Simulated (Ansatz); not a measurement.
NaLaMnMoO6:

```
Na La Mn Mo O
1.0
     4.72242   -2.73688    0.00204
     4.72242    2.73688    0.00204
    -3.17796    0.00000    4.47000
Na La Mn Mo O
1 1 1 1 6
Direct
  0.25021 0.25021 0.74459
  0.75117 0.75117 0.25707
  0.49918 0.49918 0.49917
  0.00110 0.00110 0.00114
  0.28503 0.78106 0.28520
  0.78106 0.28503 0.28520
  0.25187 0.25187 0.18775
  0.74777 0.74777 0.81124
  0.21883 0.71407 0.71525
  0.71407 0.21883 0.71525
```

The cell was built by a generator and needn't be a form met in nature.

* Program: Ansatz 0.2.0
* Task: relaxation of cell and atoms
* Functional: r2SCAN
* Potentials or basis: Ansatz PAW
* Cutoff: 500 eV (not typed: the program's choice for these potentials)
* k mesh: 5 × 5 × 5
* Occupations: fermi-dirac, width 0.05 eV
* Spin: collinear spin, ferromagnetic start
* Starting moments: [0.0, 0.0, 4.0, 1.0, 0.0, 0.0, 0.0, 0.0, 0.0, 0.0] μB

At the start: volume 11.56 Å³/atom.

Task: Where does the relaxation end?

Result: It ends after 13 steps and the volume is 12.26 Å³/atom (+6.0 %); space group Cm (No. 8, to 0.05 Å); moment 4.99 μB per cell.

Step by step:
| step | energy change (eV) | largest force (eV/Å) | volume (Å³) |
| --- | --- | --- | --- |
| 1 | 0.0000 | 0.5247 | 115.58 |
| 2 | -0.0252 | 0.2917 | 114.89 |
| 3 | -0.0833 | 0.3365 | 117.70 |
| 4 | -0.1519 | 0.4062 | 119.53 |
| 5 | -0.2150 | 0.5093 | 122.95 |
| 6 | -0.2431 | 0.3064 | 122.13 |
| 7 | -0.2537 | 0.1675 | 122.15 |
| 8 | -0.2593 | 0.1152 | 122.29 |
| 9 | -0.2611 | 0.0815 | 122.68 |
| 10 | -0.2625 | 0.0706 | 122.48 |
| 11 | -0.2626 | 0.0365 | 122.51 |
| 12 | -0.2630 | 0.0103 | 122.56 |
| 13 | -0.2670 | 0.0107 | 122.56 |

Final structure:
```xyz
10
Lattice="4.8272 -2.7913 0.0174 4.8272 2.7913 0.0174 -3.2340 0.0000 4.5361" Properties=species:S:1:pos:R:3 pbc="T T T"
Na    0.0739    0.0000    3.3961
La    6.4232    0.0000    1.2396
Mn    3.2226    0.0000    2.3469
Mo    0.0364    0.0000    0.0270
O     4.3490    1.4245    1.2694
O     4.3490   -1.4245    1.2694
O     1.7919    0.0000    0.6719
O     4.5807    0.0000    3.9094
O     2.0313    1.4647    3.2240
O     2.0313   -1.4647    3.2240
```

Caveat: the magnetic or orbital state may not be the lowest; the plane-wave basis is chosen anew once the cell has moved, so the energies of steps on either side of that aren't comparable; a cell with one magnetic atom can't hold antiferromagnetic order, which such compounds often take; the PAW data sets come from PBE, with cores solved anew for the run's functional, which leaves a small shift of forces and pressure; the starting moments weren't kept.
